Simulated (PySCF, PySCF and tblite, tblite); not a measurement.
**C₈H₆N+: a path driven as rotation about a bond, and NMR exchange**

Aim: the barrier and rate of rotation about a bond in C₈H₆N+ (`c1cc(-[c+]2cc2)ccn1`), and what it does to NMR lines.

Computed with tblite 0.8.0 (tight binding) and PySCF 2.14.0 (DFT, with response routines of our own); each step states its level. Atoms count from 0 throughout.

### 1 The starting structure

15 atoms, charge 1, multiplicity 1; geometry from: force field or distance geometry start.

Bonds of the start (Å): C0–C1 1.38, C0–H9 1.09, C0–N8 1.35, C1–C2 1.40, C1–H10 1.08, C2–C3 1.45, C2–C6 1.40, C3–C4 1.42, C3–C5 1.41, C4–C5 1.33, C4–H11 1.07, C5–H12 1.07, C6–C7 1.38, C6–H13 1.09, C7–H14 1.09, C7–N8 1.34.

### 2 GFN2-xTB relaxation, start minimum

Job settings and geometry (Å):

```
{"job": {"xc": "GFN2-xTB", "basis": "xTB", "kind": "relax"}, "charge": 1, "multiplicity": 1}
C     -1.298000     1.056900     1.177500
C     -0.069800     0.796700     0.614600
C      0.066200    -0.298200    -0.240400
C      1.308500    -0.665500    -0.894400
C      2.626200    -0.623300    -0.354000
C      2.334200     0.164700    -1.389700
C     -1.074200    -1.060000    -0.519300
C     -2.266500    -0.710700     0.091900
N     -2.408900     0.326700     0.930600
H     -1.451100     1.893800     1.863100
H      0.777800     1.422000     0.869800
H      3.109700    -0.313500     0.543400
H      2.550500     1.215000    -1.434300
H     -1.027900    -1.918200    -1.185800
H     -3.181100    -1.278400    -0.094800
```

Started as:

```console
OMP_NUM_THREADS=1 python ens_run.py task.json out
```

The driver reads the study from task.json and runs its stages one after another.

The program printed:

```text
step      E/eV     max force
  0    -610.78587    2.594
  1    -611.07981    1.756
  2    -611.28651    1.547
  3    -611.73474    1.858
  4    -612.00099    2.140
  5    -612.23124    1.257
  6    -612.39397    0.990
  7    -612.47135    0.533
  8    -612.50684    0.429
  9    -612.52014    0.322
 10    -612.52888    0.295
 11    -612.53847    0.260
 12    -612.55089    0.322
 13    -612.56807    0.498
 14    -612.58440    0.607
 15    -612.60566    0.538
 16    -612.62419    0.379
 17    -612.64017    0.377
 18    -612.65419    0.315
 19    -612.66632    0.293
 20    -612.67538    0.261
 21    -612.68244    0.278
 22    -612.68975    0.291
 23    -612.69914    0.277
 24    -612.70903    0.238
 25    -612.71615    0.223
 26    -612.72079    0.164
 27    -612.72485    0.182
 28    -612.72817    0.166
 29    -612.73074    0.097
 30    -612.73237    0.093
 31    -612.73341    0.102
 32    -612.73440    0.078
 33    -612.73500    0.056
 34    -612.73521    0.030
 35    -612.73530    0.033
 36    -612.73537    0.017
 37    -612.73541    0.011
 38    -612.73542    0.008
 39    -612.73543    0.005
 40    -612.73543    0.003
 41    -612.73543    0.003
 42    -612.71460    1.530
 43    -612.72804    1.495
 44    -612.75103    0.313
 45    -612.75436    0.128
 46    -612.75559    0.085
 47    -612.75613    0.082
 48    -612.75716    0.080
 49    -612.75793    0.079
 50    -612.75865    0.071
 51    -612.75936    0.077
 52    -612.76038    0.094
 53    -612.76198    0.144
 54    -612.76480    0.240
 55    -612.77019    0.338
 56    -612.78172    0.468
 57    -612.79258    0.757
 58    -612.82261    0.449
 59    -612.85841    0.747
 60    -612.88828    0.488
 61    -612.90883    0.685
 62    -612.93734    0.565
 63    -612.95976    0.425
 64    -612.97837    0.286
 65    -612.99776    0.454
 66    -613.01189    0.341
 67    -613.02238    0.488
 68    -613.03591    0.238
 69    -613.04641    0.218
 70    -613.05440    0.212
 71    -613.06137    0.207
 72    -613.06527    0.161
 73    -613.06871    0.217
 74    -613.07300    0.170
 75    -613.07873    0.273
 76    -613.08538    0.272
 77    -613.09088    0.207
 78    -613.09631    0.159
 79    -613.10050    0.143
 80    -613.10455    0.111
 81    -613.10603    0.108
 82    -613.10726    0.135
 83    -613.10811    0.097
 84    -613.10874    0.074
 85    -613.10934    0.051
 86    -613.10958    0.041
 87    -613.10992    0.032
 88    -613.11008    0.028
 89    -613.11027    0.037
 90    -613.11043    0.037
 91    -613.11055    0.026
 92    -613.11064    0.021
 93    -613.11073    0.023
 94    -613.11086    0.025
 95    -613.11099    0.028
 96    -613.11109    0.022
 97    -613.11114    0.018
 98    -613.11119    0.020
 99    -613.11126    0.025
100    -613.11135    0.025
101    -613.11145    0.021
102    -613.11154    0.023
103    -613.11162    0.028
104    -613.11171    0.028
105    -613.11180    0.023
106    -613.11189    0.024
107    -613.11194    0.020
108    -613.11197    0.011
109    -613.11198    0.009
110    -613.11199    0.009
111    -613.11200    0.007
112    -613.11201    0.006
113    -613.11202    0.007
114    -613.11203    0.009
115    -613.11205    0.009
116    -613.11206    0.008
117    -613.11207    0.009
118    -613.11208    0.007
119    -613.11208    0.006
120    -613.11209    0.006
121    -613.11210    0.006
122    -613.11210    0.004
123    -613.11210    0.005
124    -613.11210    0.003
125    -613.11210    0.002
```

It took 0.63 s on 1 thread of Intel Xeon Platinum 8375C at 2.90GHz, shared host.

The energy fell by 2.326 eV, and the atoms moved 0.92 Å (root mean square).

### 3 Relaxed scan, rotation

Job settings and geometry (Å):

```
{"job": {"xc": "GFN2-xTB", "basis": "xTB", "coordinate": [["t", [1, 2, 3, 4], 0.25], ["t", [1, 2, 3, 5], 0.25], ["t", [6, 2, 3, 4], 0.25], ["t", [6, 2, 3, 5], 0.25]], "kind": "drive"}, "charge": 1, "multiplicity": 1}
C     -1.546705     0.803445     1.532242
C     -0.221558     0.745951     1.126499
C      0.077365    -0.004575    -0.030856
C      1.393841    -0.103885    -0.495023
C      2.758355     0.200004    -0.388421
C      2.337271    -0.581927    -1.415294
C     -0.975344    -0.652725    -0.711964
C     -2.256540    -0.513135    -0.199029
N     -2.522519     0.192041     0.885515
H     -1.841598     1.361389     2.410200
H      0.556611     1.254878     1.672483
H      3.555429     0.689876     0.125514
H      2.565434    -1.149434    -2.290088
H     -0.784983    -1.234685    -1.599569
H     -3.106082    -0.984321    -0.673855
```

The program printed:

```text
point  coordinate     E/eV
  0    104.600     -613.09213
  1    119.400     -613.03467
  2    134.100     -612.94797
  3    149.200     -612.84785
  4    164.400     -612.76363
  5    180.000     -612.73065
  6    195.500     -612.76484
  7    210.800     -612.84756
  8    225.800     -612.94652
  9    240.600     -613.03410
 10    255.300     -613.09193
 11    270.000     -613.11180
```

Wall time 3.5 s (1 thread of Intel Xeon Platinum 8375C at 2.90GHz, shared host).

The highest point is number 5, 8.3 kcal/mol above the first.

### 4 Nudged elastic band, leg 1

The job, as its differences from that of step 3:

```diff
@@ -1,2 +1,2 @@
-{"job": {"xc": "GFN2-xTB", "basis": "xTB", "coordinate": [["t", [1, 2, 3, 4], 0.25], ["t", [1, 2, 3, 5], 0.25], ["t", [6, 2, 3, 4], 0.25], ["t", [6, 2, 3, 5], 0.25]], "kind": "drive"}, "charge": 1, "multiplicity": 1}
+{"job": {"xc": "GFN2-xTB", "basis": "xTB", "kind": "neb"}, "charge": 1, "multiplicity": 1}
 C     -1.546705     0.803445     1.532242
```

The program printed:

```text
image   E - E0 / eV
  0       0.0000
  1       0.0772
  2       0.2640
  3       0.3813
  4       0.2548
  5       0.0725
  6       0.0000
```

Run time: 1.4 s. Hardware: 1 thread of Intel Xeon Platinum 8375C at 2.90GHz, shared host; peak memory 0.18 GiB.

The highest point is number 3, 8.8 kcal/mol above the first.

### 5 Saddle search, leg 1

Job settings and geometry (Å):

```
{"job": {"xc": "GFN2-xTB", "basis": "xTB", "kind": "saddle"}, "charge": 1, "multiplicity": 1}
C     -1.641543     1.058943     1.294374
C     -0.313486     1.034941     0.893093
C      0.081251     0.028965     0.007166
C      1.412614    -0.083162    -0.480024
C      2.698713    -0.625075    -0.401067
C      2.386685     0.193469    -1.444314
C     -0.866803    -0.905418    -0.429336
C     -2.163231    -0.767169     0.052810
N     -2.535762     0.180864     0.882886
H     -1.998763     1.818630     1.975087
H      0.392506     1.764287     1.251845
H      3.411045    -1.234473     0.112830
H      2.677032     0.689817    -2.346025
H     -0.604008    -1.696239    -1.112912
H     -2.936249    -1.458382    -0.256413
```

The program printed:

```text
step      E/eV     max force
  0    -612.73076   0.0273
  1    -612.73451   0.1174
  2    -612.73263   0.0288
  3    -612.73417   0.0355
  4    -612.73516   0.0373
  5    -612.73539   0.0298
  6    -612.73540   0.0000
lowest wavenumbers (cm-1): -133.9 93.4 113.4 303.5 311.8 391.3
```

It took 2.8 s on 1 thread of Intel Xeon Platinum 8375C at 2.90GHz, shared host; peak memory 0.18 GiB.

Point group Cs; 1 imaginary mode, 134i cm⁻¹, carried by C4, C5, H11, H12. Steps downhill from it reached both ends.

### 6 Shieldings, start: PBE0/pcSseg-1 in acetone

Job settings and geometry (Å):

```
{"job": {"kind": "nmr", "xc": "PBE0", "basis": "pcSseg-1", "solvent": "acetone", "pop": false}, "charge": 1, "multiplicity": 1}
C     -1.546705     0.803445     1.532242
C     -0.221558     0.745951     1.126499
C      0.077365    -0.004575    -0.030856
C      1.393841    -0.103885    -0.495023
C      2.758355     0.200004    -0.388421
C      2.337271    -0.581927    -1.415294
C     -0.975344    -0.652725    -0.711964
C     -2.256540    -0.513135    -0.199029
N     -2.522519     0.192041     0.885515
H     -1.841598     1.361389     2.410200
H      0.556611     1.254878     1.672483
H      3.555429     0.689876     0.125514
H      2.565434    -1.149434    -2.290088
H     -0.784983    -1.234685    -1.599569
H     -3.106082    -0.984321    -0.673855
```

The program printed:

```text
coarse grid: 13472 points
cycle   1  E = -362.3805844717  dE =  2.030e+00  |g| = 2.811e-01  |ddm| = 3.901e+00
cycle   2  E = -362.3742911432  dE =  6.293e-03  |g| = 3.542e-01  |ddm| = 8.278e-01
cycle   3  E = -362.4045336603  dE = -3.024e-02  |g| = 6.247e-02  |ddm| = 3.858e-01
cycle   4  E = -362.4051217983  dE = -5.881e-04  |g| = 3.500e-02  |ddm| = 7.375e-02
cycle   5  E = -362.4054265092  dE = -3.047e-04  |g| = 6.515e-03  |ddm| = 4.209e-02
cycle   6  E = -362.4054359035  dE = -9.394e-06  |g| = 2.182e-03  |ddm| = 7.788e-03
final grid: 132888 points
cycle   7  E = -362.4574276461  dE = -3.569e-05  |g| = 6.555e-03  |ddm| = 4.885e-02
cycle   8  E = -362.4574287562  dE = -1.110e-06  |g| = 6.485e-03  |ddm| = 1.242e-02
cycle   9  E = -362.4574386619  dE = -9.906e-06  |g| = 1.100e-03  |ddm| = 5.884e-03
cycle  10  E = -362.4574389466  dE = -2.847e-07  |g| = 1.460e-04  |ddm| = 8.645e-04
cycle  11  E = -362.4574389506  dE = -3.961e-09  |g| = 4.709e-05  |ddm| = 1.524e-04
cycle  12  E = -362.4574389510  dE = -4.045e-10  |g| = 2.355e-05  |ddm| = 6.044e-05
converged SCF energy = -362.4574389510

GIAO shielding tensors (ppm)
atom      isotropic    diamagn.    paramagn.     s11        s22        s33       span
  0 C       27.163     249.656    -222.493    -84.117     15.236    150.370    234.487
  1 C       47.447     251.127    -203.680    -54.598     22.656    174.284    228.882
  2 C       58.629     259.507    -200.878    -45.161     35.180    185.869    231.031
  3 C        4.950     239.596    -234.646   -115.916    -58.338    189.105    305.021
  4 C       12.801     254.884    -242.083   -108.663    -52.840    199.907    308.570
  5 C       12.821     254.892    -242.071   -108.655    -52.771    199.888    308.543
  6 C       47.435     251.116    -203.681    -54.606     22.634    174.277    228.883
  7 C       27.155     249.656    -222.501    -84.131     15.236    150.360    234.491
  8 N     -132.651     331.657    -464.308   -517.221   -193.540    312.807    830.028
  9 H       21.792      27.955      -6.164     18.018     21.218     26.138      8.120
 10 H       22.914      31.520      -8.606     19.441     22.049     27.252      7.811
 11 H       20.993      30.600      -9.606     18.698     20.698     23.584      4.885
 12 H       20.995      30.605      -9.610     18.703     20.698     23.583      4.881
 13 H       22.913      31.513      -8.600     19.439     22.049     27.250      7.811
 14 H       21.791      27.948      -6.157     18.018     21.218     26.136      8.118
```

Wall time 29 s (1 thread of Intel Xeon Platinum 8375C at 2.90GHz, shared host); peak memory 1 GiB.

This run: HOMO -8.32 eV, LUMO -3.64 eV.

### 7 Shieldings, saddle of leg 1: PBE0/pcSseg-1 in acetone

Job settings and geometry (Å):

```
{"job": {"kind": "nmr", "xc": "PBE0", "basis": "pcSseg-1", "solvent": "acetone", "pop": false}, "charge": 1, "multiplicity": 1}
C     -1.674195     1.060699     1.312631
C     -0.339141     1.079167     0.931527
C      0.100054     0.097200     0.045236
C      1.426371    -0.039740    -0.452972
C      2.678979    -0.664559    -0.423125
C      2.368218     0.143685    -1.472580
C     -0.811422    -0.860465    -0.422389
C     -2.119510    -0.764862     0.038577
N     -2.531812     0.159534     0.872569
H     -2.068212     1.798226     1.997294
H      0.336107     1.828476     1.308644
H      3.372190    -1.312006     0.069427
H      2.639861     0.592676    -2.403685
H     -0.516906    -1.637985    -1.108389
H     -2.860583    -1.480044    -0.292764
```

The program printed:

```text
coarse grid: 13472 points
cycle   1  E = -362.3596228811  dE =  2.069e+00  |g| = 3.335e-01  |ddm| = 3.888e+00
cycle   2  E = -362.3494460316  dE =  1.018e-02  |g| = 4.244e-01  |ddm| = 9.852e-01
cycle   3  E = -362.3920735961  dE = -4.263e-02  |g| = 7.359e-02  |ddm| = 4.765e-01
cycle   4  E = -362.3929654059  dE = -8.918e-04  |g| = 4.093e-02  |ddm| = 9.502e-02
cycle   5  E = -362.3933857960  dE = -4.204e-04  |g| = 6.860e-03  |ddm| = 4.952e-02
cycle   6  E = -362.3933955551  dE = -9.759e-06  |g| = 2.922e-03  |ddm| = 8.322e-03
final grid: 132888 points
cycle   7  E = -362.4450788252  dE = -3.457e-05  |g| = 7.189e-03  |ddm| = 4.460e-02
cycle   8  E = -362.4450777260  dE =  1.099e-06  |g| = 7.712e-03  |ddm| = 1.412e-02
cycle   9  E = -362.4450919350  dE = -1.421e-05  |g| = 1.279e-03  |ddm| = 7.094e-03
cycle  10  E = -362.4450923332  dE = -3.981e-07  |g| = 2.197e-04  |ddm| = 1.132e-03
cycle  11  E = -362.4450923418  dE = -8.666e-09  |g| = 1.278e-04  |ddm| = 2.962e-04
cycle  12  E = -362.4450923456  dE = -3.777e-09  |g| = 1.693e-05  |ddm| = 1.225e-04
cycle  13  E = -362.4450923457  dE = -5.093e-11  |g| = 9.090e-06  |ddm| = 2.909e-05
converged SCF energy = -362.4450923457

GIAO shielding tensors (ppm)
atom      isotropic    diamagn.    paramagn.     s11        s22        s33       span
  0 C       30.765     250.149    -219.384    -78.920     15.988    155.228    234.148
  1 C       64.689     249.191    -184.502    -40.818     44.806    190.081    230.899
  2 C       48.696     262.067    -213.371    -57.125     49.524    153.690    210.815
  3 C      -12.084     236.724    -248.808   -156.203    -76.181    196.133    352.336
  4 C        3.673     256.272    -252.598   -117.886    -67.185    196.090    313.977
  5 C        3.682     256.278    -252.596   -117.877    -67.166    196.090    313.968
  6 C       62.400     251.641    -189.242    -44.430     47.810    183.818    228.248
  7 C       31.770     249.663    -217.893    -76.289     17.497    154.102    230.391
  8 N      -86.974     332.782    -419.756   -406.813   -172.604    318.496    725.308
  9 H       22.193      27.830      -5.637     18.404     22.034     26.141      7.737
 10 H       23.872      30.939      -7.067     20.857     22.841     27.918      7.061
 11 H       20.850      30.404      -9.554     17.575     21.780     23.195      5.620
 12 H       20.850      30.406      -9.555     17.576     21.780     23.195      5.619
 13 H       24.233      31.627      -7.394     21.171     22.546     28.982      7.811
 14 H       22.291      28.114      -5.823     18.274     22.144     26.455      8.180
```

Run time: 40 s. Hardware: 1 thread of Intel Xeon Platinum 8375C at 2.90GHz, shared host; peak memory 0.95 GiB.

Key values: HOMO -8.12 eV, LUMO -2.82 eV.

The fields below are evaluated on a grid from the run's orbitals.

Frontier orbitals at PBE0/pcSseg-1, with the share of their density that lies nearest to each atom:

```csv
orbital,energy (eV),lies on
HOMO,-8.12,N8 66 %
LUMO,-2.82,"C3 52 %; C4, C5 about 14 % each"
```

ELF in a plane through or near 11 of the atoms.

Ten even steps from '0' (0.00) to '9' (1.00):
```
0000000000000000000000000000
0000000000000000000000000000
0000000000000000000000000000
0000000000000577200000000000
0000000000006999800499600000
0000000000006999811899920000
0000001111001798654999920000
0000024323310453483398200000
0000158756376687472352100000
0000269853567426216877762000
0000158865276477116449984000
0000147755322774655878873000
0000012321004734759331110000
0000000100049996657981000000
0000000000089997039999100000
0000000000069993029999100000
0000000000001210004761000000
0000000000000000000000000000
0000000000000000000000000000
0000000000000000000000000000
```
The map spans 11.7 Å across and 9.7 Å up, centred on the molecule. Atoms in the plane (x, y in Å): C0 (2.1, 1.0), C1 (0.8, 1.2), C2 (-0.1, 0.1), C3 (-1.5, 0.2), C6 (0.5, -1.2), C7 (1.9, -1.2), N8 (2.7, -0.2), H9 (2.8, 1.8), H10 (0.4, 2.2), H13 (-0.1, -2.0), H14 (2.4, -2.2).

log10 of the density (e/Å³) in the same plane.

Values, 10 rows by 14 columns:
```
-4.0 -4.0 -4.0 -4.0 -4.0 -4.0 -4.0 -4.0 -4.0 -4.0 -4.0 -4.0 -4.0 -4.0
-4.0 -4.0 -4.0 -4.0 -4.0 -4.0 -3.3 -2.8 -3.0 -3.5 -3.5 -3.9 -4.0 -4.0
-4.0 -4.0 -4.0 -3.5 -3.3 -3.0 -1.7 -0.8 -1.1 -1.8 -1.4 -2.0 -3.5 -4.0
-4.0 -3.9 -2.6 -1.9 -1.7 -1.7 -1.2  0.0  0.1 -0.2  0.3 -1.1 -2.9 -4.0
-4.0 -3.0 -1.6 -0.4 -0.2 -0.1 -0.1  0.3  0.1  0.5  0.0 -1.1 -2.4 -4.0
-4.0 -2.9 -1.5 -0.1  0.1  0.1  0.0  0.3 -0.4  0.0  1.3 -0.4 -1.9 -4.0
-4.0 -3.6 -2.3 -1.6 -1.4 -1.5 -0.6  0.4  0.3  1.7 -0.3 -1.4 -2.6 -4.0
-4.0 -4.0 -3.8 -3.1 -2.8 -2.2 -0.7 -0.2 -1.0 -0.2 -0.4 -2.0 -3.7 -4.0
-4.0 -4.0 -4.0 -4.0 -4.0 -3.4 -2.4 -2.2 -2.6 -2.0 -2.0 -3.1 -4.0 -4.0
-4.0 -4.0 -4.0 -4.0 -4.0 -4.0 -4.0 -4.0 -4.0 -4.0 -4.0 -4.0 -4.0 -4.0
```
The map spans 11.7 Å across and 9.7 Å up, centred on the molecule. Atoms in the plane (x, y in Å): C0 (2.1, 1.0), C1 (0.8, 1.2), C2 (-0.1, 0.1), C3 (-1.5, 0.2), C6 (0.5, -1.2), C7 (1.9, -1.2), N8 (2.7, -0.2), H9 (2.8, 1.8), H10 (0.4, 2.2), H13 (-0.1, -2.0), H14 (2.4, -2.2).

On the surface of density 0.002 e/bohr³ the electrostatic potential runs, from the 1st to the 99th percentile, from 0.53 V near N8 to 6.66 V near C5.

### 8 Kinetics and line shapes

Job settings and geometry (Å):

```
{"job": {"smiles": "c1cc(-[c+]2cc2)ccn1", "charge": 1, "mult": 1, "motion": "rotation", "what": "biaryl", "atoms": [2, 3], "drives": [{"terms": [["t", [1, 2, 3, 4], 0.25], ["t", [1, 2, 3, 5], 0.25], ["t", [6, 2, 3, 4], 0.25], ["t", [6, 2, 3, 5], 0.25]], "by": 180, "n": 12}], "study": "path", "level": {"kind": "nmr", "xc": "PBE0", "basis": "pcSseg-1", "solvent": "acetone"}, "fields": [60, 500, 700], "first": 3, "seed": 311, "kind": "path"}, "charge": 1, "multiplicity": 1}
C     -1.546705     0.803445     1.532242
C     -0.221558     0.745951     1.126499
C      0.077365    -0.004575    -0.030856
C      1.393841    -0.103885    -0.495023
C      2.758355     0.200004    -0.388421
C      2.337271    -0.581927    -1.415294
C     -0.975344    -0.652725    -0.711964
C     -2.256540    -0.513135    -0.199029
N     -2.522519     0.192041     0.885515
H     -1.841598     1.361389     2.410200
H      0.556611     1.254878     1.672483
H      3.555429     0.689876     0.125514
H      2.565434    -1.149434    -2.290088
H     -0.784983    -1.234685    -1.599569
H     -3.106082    -0.984321    -0.673855
```

The program printed:

```text
stationary points (kcal/mol above the start)
  n  kind          group   xTB      DFT    lowest mode
  0  minimum      C2v      0.00     0.00     105.7
  1  saddle       Cs       8.69     7.79    -133.9
  2  minimum      C2v      0.00     0.00     105.8

GFN2-xTB energies: T/K, barrier G, reaction G (kcal/mol), k forward, k back (1/s)
 150.00     8.29     0.00       10.5       10.6
 200.00     8.38     0.00   1.15e+04   1.16e+04
 250.00     8.50     0.00   7.75e+05   7.78e+05
 298.15     8.63     0.00   1.18e+07   1.18e+07
 350.00     8.78     0.00   9.58e+07   9.61e+07
 400.00     8.94     0.00   4.34e+08   4.35e+08
 500.00     9.29     0.00   3.62e+09   3.63e+09

PBE0/pcSseg-1 + D3(BJ), IEF-PCM acetone energies: T/K, barrier G, reaction G (kcal/mol), k forward, k back (1/s)
 150.00     7.39     0.00        211        212
 200.00     7.49     0.00    1.1e+05    1.1e+05
 250.00     7.60     0.00   4.69e+06   4.71e+06
 298.15     7.73     0.00   5.33e+07   5.35e+07
 350.00     7.89     0.00   3.47e+08   3.48e+08
 400.00     8.05     0.00   1.34e+09   1.34e+09
 500.00     8.40     0.00    8.9e+09   8.92e+09
```

Wall time 80 s (1 thread of Intel Xeon Platinum 8375C at 2.90GHz, shared host); peak memory 1 GiB. This counts the whole study up to here.

Barriers by level (kcal/mol; entropies in cal/(mol K)). Zero-point and thermal terms come from xTB in every row. ΔG‡ leaves symmetry out; the rate counts equivalent paths (a factor of 4); effective ΔG‡, where given, is the barrier that would give that rate by Eyring's equation alone:

```csv
level,ΔE‡,with zero-point,ΔH‡,ΔS‡,ΔG‡ (298 K),ΔE of reaction,k at 298 K (1/s),effective ΔG‡
GFN2-xTB,8.69,8.18,7.74,-3.0,8.63,0.00,1.2e+07,7.81
"PBE0/pcSseg-1 + D3(BJ), IEF-PCM acetone",7.79,7.29,6.85,-3.0,7.73,0.00,5.3e+07,6.91
```

[end of part 1 of 2]
